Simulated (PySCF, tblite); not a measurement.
# C₆H₈NO₂−: a rotation path, then NMR shifts on frames, part 2 of 2

tblite 0.8.0 and PySCF 2.14.0. Atoms count from 0.

**5. Nuclear shieldings: image 6, PBE0/pcSseg-1**

The job: settings as JSON, then the geometry in Å.

```
{"job": {"kind": "nmr", "xc": "PBE0", "basis": "pcSseg-1", "pop": false}, "charge": -1, "multiplicity": 1}
N     -3.646300    -0.298100     0.354300
C     -2.759400    -0.409800    -0.362000
C     -1.664600    -0.572700    -1.277500
C     -0.430500     0.248200    -0.871900
C      0.058100    -0.063400     0.550600
C      1.575800    -0.230400     0.608700
C      2.321200     0.924300    -0.195000
O      2.519500     1.975700     0.422100
O      2.612900     0.633300    -1.366000
H     -1.406000    -1.636400    -1.307800
H     -2.009600    -0.272600    -2.273000
H      0.375300     0.033700    -1.577000
H     -0.656500     1.312700    -0.958800
H     -0.238600     0.744800     1.222500
H     -0.425900    -0.980400     0.916000
H      1.906800    -0.209900     1.650000
H      1.860800    -1.187000     0.160900
```

With the program's defaults for keys left out, this is: GIAO PBE0/pcSseg-1 NMR shielding, non-relativistic, gas phase.

The log of the run:

```text
coarse grid: 14712 points
cycle   1  E = -437.8237911515  dE =  1.243e+00  |g| = 1.134e+00  |ddm| = 3.724e+00
cycle   2  E = -435.7481187842  dE =  2.076e+00  |g| = 2.596e+00  |ddm| = 1.085e+01
cycle   3  E = -438.0145823078  dE = -2.266e+00  |g| = 4.816e-01  |ddm| = 1.075e+01
cycle   4  E = -438.0705935136  dE = -5.601e-02  |g| = 1.922e-01  |ddm| = 5.369e-01
cycle   5  E = -438.0773161065  dE = -6.723e-03  |g| = 1.206e-01  |ddm| = 3.147e-01
cycle   6  E = -438.0798960435  dE = -2.580e-03  |g| = 4.132e-02  |ddm| = 1.063e-01
cycle   7  E = -438.0802374882  dE = -3.414e-04  |g| = 9.507e-03  |ddm| = 5.021e-02
cycle   8  E = -438.0802560071  dE = -1.852e-05  |g| = 3.953e-03  |ddm| = 9.895e-03
cycle   9  E = -438.0802585547  dE = -2.548e-06  |g| = 1.797e-03  |ddm| = 3.713e-03
final grid: 143632 points
cycle  10  E = -438.1556524194  dE = -3.825e-05  |g| = 1.251e-02  |ddm| = 3.135e-02
cycle  11  E = -438.1556063305  dE =  4.609e-05  |g| = 2.006e-02  |ddm| = 2.377e-02
cycle  12  E = -438.1556819675  dE = -7.564e-05  |g| = 2.476e-03  |ddm| = 1.493e-02
cycle  13  E = -438.1556832179  dE = -1.250e-06  |g| = 7.384e-04  |ddm| = 2.031e-03
cycle  14  E = -438.1556833219  dE = -1.040e-07  |g| = 1.700e-04  |ddm| = 6.391e-04
cycle  15  E = -438.1556833270  dE = -5.164e-09  |g| = 7.393e-05  |ddm| = 1.702e-04
cycle  16  E = -438.1556833280  dE = -9.195e-10  |g| = 3.134e-05  |ddm| = 6.946e-05
converged SCF energy = -438.1556833280

GIAO shielding tensors (ppm)
atom      isotropic    diamagn.    paramagn.     s11        s22        s33       span
  0 N      -19.177     341.860    -361.038   -186.359   -178.085    306.912    493.271
  1 C       58.473     259.150    -200.677    -61.249    -54.638    291.305    352.554
  2 C      167.330     249.193     -81.863    154.871    167.519    179.600     24.729
  3 C      163.169     249.844     -86.675    152.166    163.838    173.502     21.336
  4 C      157.206     248.831     -91.625    138.711    160.801    172.104     33.393
  5 C      140.240     247.980    -107.740    107.889    149.439    163.392     55.503
  6 C       15.574     244.969    -229.395    -73.302     56.314     63.712    137.014
  7 O       -8.515     406.104    -414.618   -212.593    -47.953    235.002    447.595
  8 O      -25.173     407.342    -432.515   -242.343    -28.540    195.364    437.707
  9 H       29.833      29.800       0.032     25.208     29.155     35.136      9.928
 10 H       29.617      27.231       2.386     24.232     28.290     36.327     12.095
 11 H       28.252      32.260      -4.008     21.032     27.332     36.391     15.360
 12 H       30.172      33.179      -3.007     25.514     29.788     35.213      9.698
 13 H       29.355      33.713      -4.358     25.045     28.640     34.380      9.335
 14 H       30.657      34.426      -3.769     25.571     31.250     35.150      9.579
 15 H       29.973      31.691      -1.718     27.404     28.423     34.092      6.688
 16 H       30.113      32.413      -2.300     27.517     29.449     33.373      5.857
```

Wall time 27 s (1 thread of Arm Neoverse V1, shared host); peak memory 0.86 GiB.

This run: δ C6 171.4, C1 128.5, C5 46.7, C4 29.7, H11 3.47, H13 2.36 ppm.

**6. Shielding tensors: image 7, PBE0/pcSseg-1**

The job: settings as JSON, then the geometry in Å.

```
{"job": {"kind": "nmr", "xc": "PBE0", "basis": "pcSseg-1", "pop": false}, "charge": -1, "multiplicity": 1}
N     -3.613100     0.046400     0.395800
C     -2.763400    -0.209000    -0.328200
C     -1.725000    -0.562000    -1.256400
C     -0.377600     0.098600    -0.922700
C      0.093000    -0.210300     0.501300
C      1.616800    -0.199600     0.607300
C      2.255800     1.055700    -0.138200
O      2.306800     2.103900     0.514100
O      2.630600     0.833300    -1.299100
H     -1.615200    -1.652000    -1.233000
H     -2.055500    -0.270000    -2.258900
H      0.370100    -0.258600    -1.633000
H     -0.449500     1.179400    -1.053100
H     -0.327100     0.528400     1.188000
H     -0.288300    -1.195400     0.808200
H      1.910500    -0.173400     1.659500
H      2.024100    -1.103400     0.144500
```

Method: GIAO PBE0/pcSseg-1 NMR shielding, non-relativistic, gas phase.

The log of the run:

```text
coarse grid: 14712 points
cycle   1  E = -437.8235114033  dE =  1.243e+00  |g| = 1.136e+00  |ddm| = 3.723e+00
cycle   2  E = -435.7329506282  dE =  2.091e+00  |g| = 2.598e+00  |ddm| = 1.090e+01
cycle   3  E = -438.0153943624  dE = -2.282e+00  |g| = 4.810e-01  |ddm| = 1.079e+01
cycle   4  E = -438.0714897583  dE = -5.610e-02  |g| = 1.928e-01  |ddm| = 5.463e-01
cycle   5  E = -438.0786767305  dE = -7.187e-03  |g| = 1.120e-01  |ddm| = 3.214e-01
cycle   6  E = -438.0808771483  dE = -2.200e-03  |g| = 4.366e-02  |ddm| = 1.003e-01
cycle   7  E = -438.0812577561  dE = -3.806e-04  |g| = 9.786e-03  |ddm| = 5.176e-02
cycle   8  E = -438.0812778696  dE = -2.011e-05  |g| = 3.687e-03  |ddm| = 1.005e-02
cycle   9  E = -438.0812800535  dE = -2.184e-06  |g| = 1.767e-03  |ddm| = 3.618e-03
final grid: 143632 points
cycle  10  E = -438.1564081448  dE = -4.282e-05  |g| = 1.322e-02  |ddm| = 3.578e-02
cycle  11  E = -438.1563569605  dE =  5.118e-05  |g| = 2.120e-02  |ddm| = 2.564e-02
cycle  12  E = -438.1564412750  dE = -8.431e-05  |g| = 2.575e-03  |ddm| = 1.612e-02
cycle  13  E = -438.1564426075  dE = -1.332e-06  |g| = 7.577e-04  |ddm| = 2.190e-03
cycle  14  E = -438.1564427146  dE = -1.071e-07  |g| = 1.909e-04  |ddm| = 6.754e-04
cycle  15  E = -438.1564427210  dE = -6.449e-09  |g| = 8.348e-05  |ddm| = 1.928e-04
cycle  16  E = -438.1564427222  dE = -1.194e-09  |g| = 3.551e-05  |ddm| = 7.570e-05
cycle  17  E = -438.1564427225  dE = -2.425e-10  |g| = 7.187e-06  |ddm| = 3.157e-05
converged SCF energy = -438.1564427225

GIAO shielding tensors (ppm)
atom      isotropic    diamagn.    paramagn.     s11        s22        s33       span
  0 N      -20.974     341.787    -362.761   -187.085   -180.481    304.645    491.731
  1 C       59.291     258.922    -199.631    -60.004    -53.912    291.789    351.793
  2 C      167.112     249.204     -82.092    156.430    164.699    180.207     23.777
  3 C      160.597     249.695     -89.098    150.131    161.736    169.924     19.792
  4 C      155.889     249.297     -93.408    137.500    159.767    170.400     32.900
  5 C      139.594     247.750    -108.156    108.345    147.827    162.610     54.265
  6 C       16.438     244.743    -228.305    -73.297     59.153     63.459    136.756
  7 O       -4.614     406.617    -411.231   -206.230    -42.609    234.997    441.227
  8 O      -26.699     407.356    -434.055   -245.454    -29.379    194.734    440.188
  9 H       29.858      29.601       0.257     25.330     28.979     35.264      9.935
 10 H       29.526      27.241       2.285     24.235     28.219     36.126     11.891
 11 H       29.014      32.732      -3.718     22.341     28.845     35.857     13.517
 12 H       29.904      33.205      -3.302     25.226     29.882     34.603      9.377
 13 H       29.328      34.049      -4.720     25.047     29.105     33.833      8.786
 14 H       30.719      34.251      -3.532     25.777     31.219     35.163      9.386
 15 H       29.860      31.660      -1.799     27.337     28.374     33.871      6.534
 16 H       30.084      32.432      -2.348     27.430     29.364     33.457      6.026
```

Run time: 28 s. Hardware: 1 thread of Arm Neoverse V1, shared host; peak memory 0.86 GiB.

In short: δ C6 170.5, C1 127.6, C5 47.3, C4 31.0, H11 2.70, H13 2.39 ppm.

**7. Nuclear shieldings: image 8, PBE0/pcSseg-1**

The job: settings as JSON, then the geometry in Å.

```
{"job": {"kind": "nmr", "xc": "PBE0", "basis": "pcSseg-1", "pop": false}, "charge": -1, "multiplicity": 1}
N     -3.556800     0.482300     0.317200
C     -2.741100     0.030300    -0.347300
C     -1.761100    -0.570000    -1.209800
C     -0.333300    -0.068200    -0.946700
C      0.148700    -0.342200     0.476300
C      1.665500    -0.203700     0.558100
C      2.132300     1.191000    -0.058900
O      1.953600     2.179300     0.661700
O      2.610800     1.126300    -1.199900
H     -1.805700    -1.654700    -1.057800
H     -2.048700    -0.352800    -2.244300
H      0.338900    -0.562000    -1.651800
H     -0.268500     1.002500    -1.140500
H     -0.317400     0.370700     1.161300
H     -0.158500    -1.353400     0.784100
H      1.988200    -0.255200     1.600900
H      2.146100    -1.008200    -0.006600
```

Method: GIAO PBE0/pcSseg-1 NMR shielding, non-relativistic, gas phase.

The log of the run:

```text
coarse grid: 14712 points
cycle   1  E = -437.8223148895  dE =  1.251e+00  |g| = 1.138e+00  |ddm| = 3.717e+00
cycle   2  E = -435.7276552185  dE =  2.095e+00  |g| = 2.606e+00  |ddm| = 1.098e+01
cycle   3  E = -438.0168053282  dE = -2.289e+00  |g| = 4.758e-01  |ddm| = 1.087e+01
cycle   4  E = -438.0721946054  dE = -5.539e-02  |g| = 1.886e-01  |ddm| = 5.487e-01
cycle   5  E = -438.0796183506  dE = -7.424e-03  |g| = 9.585e-02  |ddm| = 3.183e-01
cycle   6  E = -438.0811760336  dE = -1.558e-03  |g| = 4.663e-02  |ddm| = 8.607e-02
cycle   7  E = -438.0816168390  dE = -4.408e-04  |g| = 1.024e-02  |ddm| = 5.116e-02
cycle   8  E = -438.0816399743  dE = -2.314e-05  |g| = 2.649e-03  |ddm| = 1.008e-02
cycle   9  E = -438.0816414023  dE = -1.428e-06  |g| = 1.014e-03  |ddm| = 2.748e-03
final grid: 143632 points
cycle  10  E = -438.1573410399  dE = -4.557e-05  |g| = 1.254e-02  |ddm| = 3.665e-02
cycle  11  E = -438.1573013773  dE =  3.966e-05  |g| = 1.919e-02  |ddm| = 2.418e-02
cycle  12  E = -438.1573723681  dE = -7.099e-05  |g| = 1.767e-03  |ddm| = 1.508e-02
cycle  13  E = -438.1573729613  dE = -5.932e-07  |g| = 5.062e-04  |ddm| = 1.630e-03
cycle  14  E = -438.1573729994  dE = -3.810e-08  |g| = 2.525e-04  |ddm| = 5.763e-04
cycle  15  E = -438.1573730108  dE = -1.140e-08  |g| = 5.238e-05  |ddm| = 2.109e-04
cycle  16  E = -438.1573730114  dE = -5.832e-10  |g| = 1.206e-05  |ddm| = 5.567e-05
converged SCF energy = -438.1573730114

GIAO shielding tensors (ppm)
atom      isotropic    diamagn.    paramagn.     s11        s22        s33       span
  0 N      -22.529     341.689    -364.217   -188.131   -181.989    302.534    490.664
  1 C       59.772     258.546    -198.774    -59.596    -53.429    292.342    351.938
  2 C      167.185     249.241     -82.056    156.510    164.209    180.835     24.325
  3 C      157.310     249.646     -92.336    146.023    158.830    167.075     21.052
  4 C      154.623     249.362     -94.739    137.542    158.211    168.116     30.574
  5 C      138.230     248.132    -109.902    109.457    144.346    160.886     51.428
  6 C       16.189     245.014    -228.826    -74.342     58.708     64.200    138.543
  7 O        7.810     407.845    -400.036   -190.719    -32.975    247.123    437.842
  8 O      -31.299     407.062    -438.362   -253.161    -35.530    194.793    447.954
  9 H       29.837      29.425       0.413     25.486     28.817     35.210      9.724
 10 H       29.422      27.268       2.153     24.108     28.230     35.928     11.820
 11 H       29.878      33.070      -3.192     23.958     30.124     35.551     11.592
 12 H       29.466      33.211      -3.745     24.412     30.159     33.825      9.413
 13 H       29.290      33.943      -4.653     25.260     29.132     33.478      8.218
 14 H       30.746      33.789      -3.043     26.048     30.718     35.472      9.425
 15 H       29.753      31.505      -1.752     27.355     28.132     33.770      6.415
 16 H       30.181      32.667      -2.486     27.641     29.307     33.596      5.955
```

Wall time 27 s (1 thread of Arm Neoverse V1, shared host); peak memory 0.86 GiB.

In short: δ C6 170.7, C1 127.2, C5 48.7, C4 32.3, H13 2.43, H10 2.30 ppm.

**8. Side by side: NMR shifts**

Shifts (ppm) of some atoms, chosen among heavy atoms and hydrogens apart, with basis size and wall time:

```csv
frame,C3,C4,C2,H9,H11,O7,O8,functions,time
image 0,29.0,26.4,13.4,7.94,1.99,357.3,355.0,193,36 s
image 3,26.7,28.1,16.9,2.52,3.52,342.3,363.2,193,27 s
image 6,23.8,29.7,19.6,1.88,3.47,344.6,361.3,193,27 s
image 7,26.3,31.0,19.8,1.86,2.70,340.7,362.8,193,28 s
image 8,29.6,32.3,19.7,1.88,1.84,328.3,367.4,193,27 s
```

**9. Summary of results**

What follows sums up all 2 parts.

| quantity | value |
| --- | --- |
| barrier | 0.256 eV (5.9 kcal/mol) at image 6 |
| end to end (GFN2-xTB) | 0.231 eV |
| 13C shifts against TMS (PBE0/pcSseg-1, image 0) | 173.0, 130.4, 43.2, 29.0, 26.4, 13.4 ppm |
| 1H shifts against TMS (PBE0/pcSseg-1, image 0) | 7.94, 2.05, 1.99, 1.81, 1.77, 1.75, 1.45, 1.29 ppm |
| 15N shifts against NH3 (PBE0/pcSseg-1, image 0) | 284.7 ppm |
| 17O shifts against H2O (PBE0/pcSseg-1, image 0) | 357.3, 355.0 ppm |
| range of the shift of O7 | 328.3 to 357.3 ppm |

In words: Along the band the dihedral turns by 114°, and the top (dihedral 135°) lies 5.9 kcal/mol above the start (GFN2-xTB, rough), so at room temperature this motion is fast. The top was not checked by a frequency run. Shifts at one fixed geometry are not the observed spectrum, which averages over the motion. In ppm, O7 moves most: its shift spreads over 29.1 ppm, from 328.3 (image 8) to 357.3 (image 0).
